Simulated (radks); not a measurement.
# Nuclear size and the levels of Gd

The task here is to estimate one member of a computed series from the others.

The numbers are computed with radks (a radial shooting solver on a logarithmic mesh, Libxc functionals) version 1 (Dirac Kohn-Sham, BLYP, spin-unpolarised, spherical densities, finite nucleus; open shells fill j = l - 1/2 first), except any that are marked as measured or tabulated.

**The system**

| Quantity | Value |
| --- | --- |
| element | gadolinium (Z = 64) |
| charge | 0 |
| electrons | 64 |
| configuration | [Xe] 4f7 5d1 6s2 |
| nuclear rms radius | 5.1569 fm |

Set-up of the first run:

The run's settings:

```text
Z 64
configuration [Xe] 4f7 5d1 6s2 6p0 7s0
relativity Dirac
functional b88,lyp
spin unpolarised
j_filling energy
nucleus finite rms 5.1569 fm
c 137.035999084
```

Among the steps run: rms radius 5.1569 fm.

One table of the session follows, with a row left open; its other results are not shown here.

It belongs to the step «rms radius 5.1569 fm». From the orbitals of this run (lengths in bohr):

| level | <r> | outermost maximum (interpolated) | 90 % within | nodes |
| --- | --- | --- | --- | --- |
| 5p3/2 | 1.596 | 1.38 | 2.35 | 3 |
| 4f5/2 | 0.8630 | 0.565 | 1.48 | 0 |
| 4f7/2 | ? | ? | ? | ? |
| 6s1/2 | 3.995 | 3.36 | 5.93 | 5 |
| 5d3/2 | 2.810 | 1.95 | 4.63 | 2 |
| 5d5/2 | 2.920 | 2.01 | 4.83 | 2 |
| 6p1/2 | 5.527 | 4.43 | 8.45 | 4 |
| 6p3/2 | 5.960 | 4.77 | 9.13 | 4 |

Q: Estimate the row for 4f7/2 from the others.

As computed: <r>: 0.8763; outermost maximum (interpolated): 0.569; 90 % within: 1.51; nodes: 0. In the column «<r>» it lies between 4f5/2 (0.8630) and 5p3/2 (1.596).
